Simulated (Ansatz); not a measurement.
**CH₅BOZn: one species, many methods**

An exercise on one series of results from a longer session: the logs are not shown, and one member is left open.

Program: Ansatz 0.2.0, Gaussian basis. Level of theory: functionals in def2-TZVPP, the program's frozen cores in correlated methods. These are calculated values, not measurements.

Levels to be run: PBE-D4, r2SCAN-D4, PBE0-D4, B3LYP-D4, ωB97X-V, ωB97M-V, B2PLYP; CCSD(T)/def2-TZVPP; MP2/def2-QZVPP; extrapolation to the limit.

## The relaxed structure

All runs share one geometry, relaxed beforehand with PBE0-D4 in a triple-zeta def2 set.

9 atoms, charge 0, spin multiplicity 1.

Atoms are counted from 1 here; the program's logs count them from 0.

Bond lengths: B1–C2 1.562 Å, B1–H5 1.210 Å, B1–H6 1.284 Å, B1–H7 1.210 Å, C2–O3 1.250 Å, C2–H8 1.105 Å, O3–Zn4 1.989 Å, Zn4–H6 1.786 Å, Zn4–H9 1.535 Å. Angles: C2–B1–H5 111.0°, C2–B1–H6 109.2°, C2–B1–H7 111.0°, H5–B1–H6 106.9°, H5–B1–H7 111.7°, H6–B1–H7 106.9°, B1–C2–O3 123.0°, B1–C2–H8 122.4°, O3–C2–H8 114.7°, C2–O3–Zn4 102.6°, O3–Zn4–H6 89.8°, O3–Zn4–H9 142.0°, H6–Zn4–H9 128.2°, B1–H6–Zn4 115.5°.

Geometry (Å):

```xyz
9

B    -0.0539    0.3123   -0.9667
C     0.9382   -0.6451   -0.2326
O     0.8478   -0.9157    0.9845
Zn   -0.7444    0.1361    1.5445
H     0.5215    1.2834   -1.4017
H    -0.9251    0.7406   -0.1267
H    -0.6602   -0.2735   -1.8342
H     1.7785   -1.1380   -0.7532
H    -1.6141    0.4537    2.7689
```

Set-up of the first run:

in.yaml

```yaml
crystal:
  periodic: [false, false, false]
  atoms:
    - {symbol: B, position_ang: [-0.053861, 0.312300, -0.966663]}
    - {symbol: C, position_ang: [0.938240, -0.645132, -0.232605]}
    - {symbol: O, position_ang: [0.847805, -0.915695, 0.984542]}
    - {symbol: Zn, position_ang: [-0.744435, 0.136131, 1.544488]}
    - {symbol: H, position_ang: [0.521533, 1.283422, -1.401706]}
    - {symbol: H, position_ang: [-0.925128, 0.740570, -0.126669]}
    - {symbol: H, position_ang: [-0.660170, -0.273544, -1.834238]}
    - {symbol: H, position_ang: [1.778516, -1.138037, -0.753178]}
    - {symbol: H, position_ang: [-1.614100, 0.453685, 2.768928]}
basis:
  gaussian: {orbitals: def2-TZVPP}
hamiltonian: {xc: pbe, dispersion: d4}
output: {forces: true, orbitals: {seedname: orbitals}}
```

Launch:

```console
ansatz run in.yaml --threads 4 --pin off --events-out ev --progress --plain --max-ram 10444MiB
```

Steps of the session up to this table: PBE-D4 (GGA); r2SCAN-D4 (meta-GGA); PBE0-D4 (hybrid); B3LYP-D4 (hybrid); ωB97X-V (range-separated); ωB97M-V (range-separated); B2PLYP (double hybrid); CCSD(T) in def2-TZVPP; MP2 in def2-QZVPP.

One table of the session follows, with a row left open; its other results are not shown here.

It belongs to the step «Atomisation energies». 

| method | atomisation energy (eV) |
| --- | --- |
| PBE-D4 | 30.672 |
| r2SCAN-D4 | 30.469 |
| PBE0-D4 | 30.126 |
| B3LYP-D4 | 29.970 |
| ωB97X-V | ? |
| ωB97M-V | 30.196 |
| B2PLYP | 29.704 |
| HF/def2-TZVPP | 21.954 |
| MP2/def2-TZVPP | 29.758 |
| CCSD/def2-TZVPP | 28.836 |
| CCSD(T)/def2-TZVPP | 29.300 |
| MP2/CBS | 30.388 |
| CCSD(T)/CBS | 29.930 |

Q: Estimate the row for ωB97X-V from the others.

**Answer.** atomisation energy (eV): 30.215. In the column «atomisation energy (eV)» it lies between ωB97M-V (30.196) and MP2/CBS (30.388).

To keep in mind: Free atoms (1 B, 1 C, 1 O, 1 Zn, 5 H) were run apart at each level; the atomisation energy is their sum less the molecule, without zero-point or spin-orbit terms.
